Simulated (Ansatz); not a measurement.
# Ce3Si: the cost of one run

Method: DFT PBE, scalar-relativistic, plane waves, PAW, in Ansatz 0.2.0.

2 further runs of the same task are left out: 1 that didn't finish, 1 set aside as unsound or not needed. Runs told in other sessions of the task aren't counted.

## (1) The system as given

The structure is cubic, space group Pm-3m (No. 221). The conventional cell has a = 4.816 Å, b = 4.816 Å, c = 4.816 Å, α = 90.00°, β = 90.00°, γ = 90.00°. Around Ce (site symmetry 4/mmm) lie 8 Ce at 3.41 Å and 4 Si at 3.41 Å. Around Si (site symmetry m-3m) lie 12 Ce at 3.41 Å.

Structure file:

```xyz
4
Lattice="4.8163 0.0000 0.0000 0.0000 4.8163 0.0000 0.0000 0.0000 4.8163" Properties=species:S:1:pos:R:3 pbc="T T T"
Ce    0.0000    2.4081    2.4081
Ce    2.4081    2.4081    0.0000
Ce    2.4081    0.0000    2.4081
Si    0.0000    0.0000    0.0000
```

The moments start at Ce 1.00 μB.

## (2) The first run

input.yaml

```yaml
crystal:
  lattice:
    - [4.8162642725, 0.0, 0.0]
    - [0.0, 4.8162642725, 0.0]
    - [0.0, 0.0, 4.8162642725]
  atoms:
    - { symbol: Ce, position: [0.0, 0.5, 0.5], spin: 1.0 }
    - { symbol: Ce, position: [0.5, 0.5, 0.0], spin: 1.0 }
    - { symbol: Ce, position: [0.5, 0.0, 0.5], spin: 1.0 }
    - { symbol: Si, position: [0.0, 0.0, 0.0] }
basis:
  ecutwfc: 420
  ecutrho_ratio: 4
kpoints:
  mp_grid: { grid: [8, 8, 8] }
hamiltonian:
  xc: pbe
scf:
  occupations: { method: gaussian, width: 0.05 }
output:
  forces: true
  stress: true
  eigenvalues: true
  populations: true
magnetization:
  spin_polarized: true
```

Command:

```console
ansatz run input.yaml --threads 2 --pin off --max-ram 2662MiB --backend cpu --events-out ev --progress --plain --runs-dir out
```

**Question.** How long does this run take on 2 threads of Arm Neoverse V2, shared host, and how much memory does it need?

About 25 s, with a peak of 0.6 GiB.
